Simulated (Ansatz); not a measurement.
# YSe2 (fluorite): equation of state

An exercise on one series of results from a longer session: the logs are not shown, and one member is left open.

Computed with Ansatz 0.2.0 (DFT PBE, scalar-relativistic, plane waves, PAW, unless a step's input says otherwise).

1 further run of the same task is left out (set aside as unsound or not needed).

## The starting structure

Symmetry: Fm-3m, No. 225, cubic system. The conventional cell has a = 6.859 Å, b = 6.859 Å, c = 6.859 Å, α = 90.00°, β = 90.00°, γ = 90.00°. Around Y (site symmetry m-3m) lie 8 Se at 2.97 Å. Around Se (site symmetry -43m) lie 4 Y at 2.97 Å.

Coordinates:

```cif
data_structure
_symmetry_space_group_name_H-M 'P 1'
_symmetry_Int_Tables_number 1
_cell_length_a 4.8499
_cell_length_b 4.8499
_cell_length_c 4.8499
_cell_angle_alpha 60.000
_cell_angle_beta 60.000
_cell_angle_gamma 60.000
_cell_volume 80.67
loop_
_atom_site_label
_atom_site_type_symbol
_atom_site_fract_x
_atom_site_fract_y
_atom_site_fract_z
_atom_site_occupancy
Y1 Y 0.00000 0.00000 0.00000 1
Se1 Se 0.25000 0.25000 0.25000 1
Se2 Se 0.75000 0.75000 0.75000 1
```

This cell comes from an earlier session at PBE: 26.889 Å³/atom at 0.00 GPa, on a 8×8×8 mesh.

Volume factors to run: 0.980, 1.020, 0.960, 1.040, 1.070, 1.100, 0.945.

Set-up of the first run:

Input file input.yaml:

```yaml
crystal:
  lattice:
    - [0.0, 3.4063937285, 3.4063937285]
    - [3.4063937285, 0.0, 3.4063937285]
    - [3.4063937285, 3.4063937285, 0.0]
  atoms:
    - { symbol: "Y", position: [0.0, 0.0, 0.0] }
    - { symbol: Se, position: [0.25, 0.25, 0.25] }
    - { symbol: Se, position: [0.75, 0.75, 0.75] }
basis:
  ecutwfc: 420
  ecutrho_ratio: 4
kpoints:
  mp_grid: { grid: [8, 8, 8] }
hamiltonian:
  xc: pbe
scf:
  occupations: { method: gaussian, width: 0.05 }
output:
  forces: true
  stress: true
  eigenvalues: true
```

Launch:

```sh
> ansatz run input.yaml --threads 2 --pin off --max-ram 2662MiB --backend cpu --events-out ev --progress --plain --runs-dir out
```

Among the steps run: Scaling the volume by 0.980; Scaling the volume by 1.020; At 0.960 of the relaxed volume; Scaling the volume by 1.040; At 1.070 of the relaxed volume; Volume × 1.100; Volume × 0.945.

One of the session's tables, all rows but one given; the rest of the session is left out.

It belongs to the step «Energy and pressure against volume». 

```
volume (Å³/atom)  energy (meV/atom)  pressure (GPa)
          25.410              16.91            3.85
          25.813               8.71            2.69
          26.351                  ?               ?
          26.889               0.00            0.00
          27.426               1.97           -1.15
          27.964               7.61           -2.19
          28.771              22.19           -3.56
          29.577              43.18           -4.74
```

Q: Estimate the row for volume (Å³/atom) = 26.351 from the others.

Worked estimate for «energy (meV/atom)». A straight line through the neighbours (25.813, 8.71) and (26.889, 0.00) gives 8.71 + (0.00 − 8.71) × (26.351 − 25.813) / (26.889 − 25.813) = 4.36; a parabola fitted to 4 rows on both sides gives 2.15.

**Answer.** energy (meV/atom): 2.10; pressure (GPa): 1.28. In «energy (meV/atom)» the line misses by +2.26 and the parabola by +0.05.
